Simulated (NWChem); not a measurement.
# UPBE0/def2-SVP (core potential) run of InNH2Cl (SMILES [NH2][In][Cl])

Aim: the vertical ionisation energy of InNH2Cl at UPBE0/def2-SVP (core potential), from 2 runs. 

Program for the calculation: NWChem 7.3.0.

2 further runs of the same task are left out: 2 that didn't finish.

### 1 The system as given

The species is InNH2Cl (5 atoms), meant as a doublet with charge 0. As SMILES, `[NH2][In][Cl]`. The shape is that of a PBE0-D4/def2-TZVP optimisation. This is one conformer, not always the lowest.

Bond lengths: N1–In2 2.072 Å, In2–Cl3 2.369 Å, N1–H4 1.015 Å, N1–H5 1.017 Å. Angles: N1–In2–Cl3 113.1°, In2–N1–H4 113.0°, In2–N1–H5 110.3°, H4–N1–H5 107.4°.

### 2 The energy at UPBE0/def2-SVP (core potential)

File test.nw:

```
start test
memory 2200 mb
geometry units angstroms noautosym nocenter noautoz
  N    -0.142600    0.808600   -0.493900
  In   -0.411600   -1.217800   -0.153300
  Cl    1.391500   -2.211500    1.018700
  H    -0.999700    1.283800   -0.756700
  H     0.212300    1.263200    0.343800
end
basis spherical bse
  * library def2-SVP
end
ecp bse
  In library def2-SVP
end
dft
  xc pbe0
  mult 2
  grid fine
  convergence energy 1e-08
  iterations 100
  mulliken
  noprint "final vectors analysis"
end
task dft energy
```

Run with:

```bash
$ nwchem test.nw > test.out
```

The log of the run:

```text
[...]
          Wavefunction type:  spin polarized.
          No. of atoms     :     5
          No. of electrons :    47
[...]
          Charge           :     0
          Spin multiplicity:     2
[...]
          AO basis - number of functions:    68
[...]
              XC Information
              --------------
                         PBE0 Method XC Functional
                     Hartree-Fock (Exact) Exchange  0.250
          PerdewBurkeErnzerhof Exchange Functional  0.750
            Perdew 1991 LDA Correlation Functional  1.000 local
           PerdewBurkeErnz. Correlation Functional  1.000 non-local
[...]
 d= 0,ls=0.0,diis     1   -705.8405820880 -8.61D+02  1.25D-02  1.14D-01     1.4
[...]
 d= 0,ls=0.0,diis    12   -705.9154468642 -1.57D-09  4.99D-07  2.53D-10    13.2
[...]
         Total DFT energy =     -705.915446864202
      One electron energy =    -1354.903743459296
           Coulomb energy =      546.730665779096
    Exchange-Corr. energy =      -52.458898924369
 Nuclear repulsion energy =      154.716529740367
[...]
      Total Density - Mulliken Population Analysis
     ---------------------------------------------
    Atom       Charge   Shell Charges
 -----------   ------   -------------------------------------------------------
    1 N    7     7.41   1.99  1.01  0.52  2.33  1.55  0.01
    2 In  21    20.54  -0.60  2.60  1.00  0.39  2.77  3.23  0.76  0.25  9.65  0.48
    3 Cl  17    17.32   2.00  1.99  1.25  0.72  5.93  2.11  3.32  0.01
    4 H    1     0.86   0.71  0.11  0.05
    5 H    1     0.86   0.71  0.11  0.05
[...]
      <S2> =      0.7569 (Exact =     0.7500)
[...]
```

It took 14 s on 1 thread of Intel Xeon 6975P-C (Granite Rapids), shared host; peak memory 0.12 GiB.

### 3 The singlet cation at the same level

File calc.nw:

```
start calc
memory stack 880 mb heap 220 mb global 1100 mb
charge 1

geometry noautosym nocenter noautoz
  N     -0.142600     0.808600    -0.493900
  In    -0.411600    -1.217800    -0.153300
  Cl     1.391500    -2.211500     1.018700
  H     -0.999700     1.283800    -0.756700
  H      0.212300     1.263200     0.343800
end

basis spherical bse
  * library def2-SVP
end

ecp bse
  In library def2-SVP
end

dft
  xc pbe0
  grid fine
  convergence energy 1e-08
  iterations 100
  mulliken
  noprint "final vectors analysis"
end

task dft energy
```

Run with:

```bash
$ nwchem calc.nw > calc.out
```

The log of the run:

```text
[...]
          Wavefunction type:  closed shell.
          No. of atoms     :     5
          No. of electrons :    46
[...]
          Charge           :     1
          Spin multiplicity:     1
[...]
          AO basis - number of functions:    68
[...]
              XC Information
              --------------
                         PBE0 Method XC Functional
                     Hartree-Fock (Exact) Exchange  0.250
          PerdewBurkeErnzerhof Exchange Functional  0.750
            Perdew 1991 LDA Correlation Functional  1.000 local
           PerdewBurkeErnz. Correlation Functional  1.000 non-local
[...]
 d= 0,ls=0.0,diis     1   -705.4362255459 -8.60D+02  3.92D-02  1.38D+00     1.1
[...]
 d= 0,ls=0.0,diis    13   -705.6053436588 -5.56D-10  1.94D-07  3.49D-11    10.2
         Total DFT energy =     -705.605343658832
      One electron energy =    -1343.391899468651
           Coulomb energy =      535.206740179224
    Exchange-Corr. energy =      -52.136714109772
 Nuclear repulsion energy =      154.716529740367
[...]
      Total Density - Mulliken Population Analysis
     ---------------------------------------------
    Atom       Charge   Shell Charges
 -----------   ------   -------------------------------------------------------
    1 N    7     7.28   1.99  1.04  0.51  2.30  1.44  0.01
    2 In  21    20.04  -0.60  2.60  0.98  0.14  2.77  3.24  0.66  0.13  9.68  0.46
    3 Cl  17    17.07   2.00  1.99  1.29  0.68  5.93  2.09  3.08  0.01
    4 H    1     0.80   0.69  0.07  0.05
    5 H    1     0.80   0.69  0.06  0.05
[...]
```

Wall time 11 s (1 thread of Intel Xeon 6975P-C (Granite Rapids), shared host); peak memory 0.12 GiB.

### 4 What came out

At UPBE0/def2-SVP (core potential):

| quantity | value |
| --- | --- |
| doublet InNH2Cl: total energy | -705.91545 Eh |
| doublet InNH2Cl: dipole moment | 3.36 D |
| doublet InNH2Cl: ⟨S²⟩ | 0.757 |
| singlet cation: total energy | -705.60534 Eh |
| vertical ionisation energy (to the singlet cation) | 8.438 eV |

What this shows: Removing an electron at fixed nuclei costs 8.44 eV (195 kcal/mol). Only the singlet of the ionised species was computed; a triplet could lie lower. Mulliken charges (doublet InNH2Cl) run from -0.41 on N1 to +0.46 on In2; they depend strongly on the basis. Mulliken charges (singlet cation) run from -0.28 on N1 to +0.96 on In2; they depend strongly on the basis.
